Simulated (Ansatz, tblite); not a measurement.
**AsMe2H (C2H7As): a ladder of methods and basis sets**

One table from this session's results is given with a row withheld; the runs are named, their logs left out.

Computed with Ansatz 0.2.0, Gaussian basis. Level: as each input shows.

The runs, in order: GFN1-xTB, GFN2-xTB, PBE-D4/def2-TZVP, r2SCAN-D4/def2-TZVP, B97M-V/def2-TZVP, HF/def2-TZVP, CAM-B3LYP-D4/def2-TZVP, revPBE-D4/def2-TZVP, ωB97X-V/def2-TZVP, BLYP-D4/def2-TZVP, r2SCANh-D4/def2-TZVP, PBE-D4/def2-SVP, PBE0-D4/def2-SVP, HF/STO-3G, CCSD(T)/def2-TZVPP, MP2/def2-TZVP, RPA/def2-TZVP.

### The geometry

The geometry is that of the singlet, from an earlier relaxation (PBE-D4/def2-SVP).

10 atoms, charge 0, spin multiplicity 1.

Bond lengths: As1–C2 1.991 Å, As1–C6 1.991 Å, As1–H10 1.546 Å, C2–H3 1.108 Å, C2–H4 1.107 Å, C2–H5 1.108 Å, C6–H7 1.108 Å, C6–H8 1.107 Å, C6–H9 1.108 Å. Angles: C2–As1–C6 97.1°, C2–As1–H10 94.8°, C6–As1–H10 94.8°, As1–C2–H3 108.6°, As1–C2–H4 112.3°, As1–C2–H5 109.1°, H3–C2–H4 109.2°, H3–C2–H5 108.2°, H4–C2–H5 109.3°, As1–C6–H7 109.1°, As1–C6–H8 112.3°, As1–C6–H9 108.6°, H7–C6–H8 109.3°, H7–C6–H9 108.2°, H8–C6–H9 109.2°.

PBE0-D4/def2-TZVP was run before; its log isn't repeated, and its numbers join the tables.

The first run:

Tight binding, by tblite at 300 K electronic temperature and without a spin-polarisation term:

```python
tblite.interface.Calculator('GFN1-xTB', numbers, positions, charge=0, uhf=0).singlepoint()
```

Tight binding, by tblite at 300 K electronic temperature and without a spin-polarisation term:

```python
tblite.interface.Calculator('GFN2-xTB', numbers, positions, charge=0, uhf=0).singlepoint()
```

start.molden holds the orbitals of an earlier run on this state, given as this run's starting guess.

Input file in.yaml:

```yaml
crystal:
  periodic: [false, false, false]
  atoms:
    - {symbol: As, position_ang: [-0.308917, -0.525123, 1.020233]}
    - {symbol: C, position_ang: [1.390807, -0.577453, -0.015035]}
    - {symbol: H, position_ang: [1.996835, 0.310025, 0.255270]}
    - {symbol: H, position_ang: [1.217073, -0.579979, -1.108526]}
    - {symbol: H, position_ang: [1.960735, -1.484117, 0.267936]}
    - {symbol: C, position_ang: [-1.192139, 0.919663, -0.026801]}
    - {symbol: H, position_ang: [-2.264262, 0.963970, 0.248146]}
    - {symbol: H, position_ang: [-1.100201, 0.763314, -1.119088]}
    - {symbol: H, position_ang: [-0.725802, 1.887991, 0.242997]}
    - {symbol: H, position_ang: [-0.974130, -1.678290, 0.234867]}
basis:
  gaussian: {orbitals: def2-TZVP, initial_orbitals: start.molden}
hamiltonian: {xc: pbe, dispersion: d4}
scf: {omitted_lower_state_checks: [starts]}
output: {orbitals: {seedname: orbitals}}
```

Started as:

```sh
$ ansatz run in.yaml --threads 2 --pin off --events-out ev --progress --plain --max-ram 20480MiB --backend cpu
```

Steps of the session up to this table: PBE-D4/def2-TZVP; r2SCAN-D4/def2-TZVP; B97M-V/def2-TZVP; HF/def2-TZVP; CAM-B3LYP-D4/def2-TZVP; revPBE-D4/def2-TZVP; ωB97X-V/def2-TZVP; BLYP-D4/def2-TZVP; r2SCANh-D4/def2-TZVP; PBE-D4/def2-SVP; PBE0-D4/def2-SVP; HF/STO-3G; CCSD(T)/def2-TZVPP; MP2/def2-TZVP; RPA/def2-TZVP.

One of the session's tables, all rows but one given; the rest of the session is left out.

It belongs to the step «Binding energy». 

| method | binding an atom (eV) |
| --- | --- |
| HF/STO-3G | 3.415 |
| HF/def2-TZVP | 2.596 |
| HF/def2-TZVPP | 2.602 |
| PBE-D4/def2-SVP | 3.586 |
| PBE-D4/def2-TZVP | 3.574 |
| revPBE-D4/def2-TZVP | 3.508 |
| BLYP-D4/def2-TZVP | 3.530 |
| r2SCAN-D4/def2-TZVP | 3.531 |
| B97M-V/def2-TZVP | 3.539 |
| r2SCANh-D4/def2-TZVP | 3.516 |
| PBE0-D4/def2-SVP | 3.546 |
| PBE0-D4/def2-TZVP | 3.530 |
| CAM-B3LYP-D4/def2-TZVP | 3.546 |
| ωB97X-V/def2-TZVP | 3.548 |
| MP2/def2-TZVP | 3.389 |
| CCSD/def2-TZVPP | ? |
| CCSD(T)/def2-TZVPP | 3.462 |

**Question.** Estimate the row for CCSD/def2-TZVPP.

**Answer.** binding an atom (eV): 3.421. In the column «binding an atom (eV)» it lies between HF/STO-3G (3.415) and CCSD(T)/def2-TZVPP (3.462).

Caveats from the session: Free atoms were run apart at each level; binding is atoms less cluster, divided by the number of atoms, without zero-point or spin-orbit terms.
